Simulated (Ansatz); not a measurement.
Runs of Ansatz 0.2.0 on SiNi2. The structure is orthorhombic, space group Pnma (No. 62). Conventional cell: a = 4.990 Å, b = 3.720 Å, c = 7.030 Å, α = 90.00°, β = 90.00°, γ = 90.00°. Ni (site symmetry m) has 4 Si at 2.28 to 2.33 Å and 4 Ni at 2.53 to 2.62 Å as nearest neighbours. Ni (site symmetry m) is surrounded by 5 Si at 2.34 to 2.57 Å and 6 Ni at 2.53 to 2.62 Å. Si (site symmetry m) is surrounded by 9 Ni at 2.28 to 2.57 Å. 

```tsv
task	level	spin	U	cell	k mesh	cutoff (eV)	hubbard projectors	double counting	gap on the mesh (eV)	pressure (GPa)	moment (μB)	relaxed volume (Å³/atom)
relaxation of cell and atoms	PBEsol	collinear, ferromagnetic start	-	relaxed	6 × 7 × 4	420	-	-	none	0.0	0.00	(a)
relaxation of cell and atoms	PBEsol+D4	collinear, ferromagnetic start	-	relaxed	6 × 7 × 4	420	-	-	none	0.0	0.00	10.42
density of states	r2SCAN+U	collinear, antiferromagnetic start	Ni d U = 3 eV	as given	5 × 5 × 3	500	ortho-atomic (the default)	fll (the default)	none	-5.1	0.00	-
relaxation of cell and atoms	revPBE+D3(BJ)	collinear, ferromagnetic start	-	relaxed	6 × 7 × 4	420	-	-	none	0.0	0.00	10.42
```

Alike in all rows: potentials or basis Ansatz PAW; smearing fermi-dirac 0.05 eV.

Question: Estimate the missing entries.

Answer: (a) 10.61.

Caveats: the PAW data sets come from PBE, with cores solved anew for the run's functional, which leaves a small shift of forces and pressure; the starting moments weren't kept; the plane-wave basis is chosen anew once the cell has moved, so the energies of steps on either side of that aren't comparable (some runs); pairwise dispersion overbinds metals, which lowers pressure and volume (some runs); the magnetic or orbital state may not be the lowest (some runs); the U is typed as a test and isn't derived for this compound (some runs); the density of states is complete only up to the lowest level of the last band computed (some runs).

A gap of «none» marks a metal or a gap under the smearing width.

Runs at the PBE level aren't shown here.
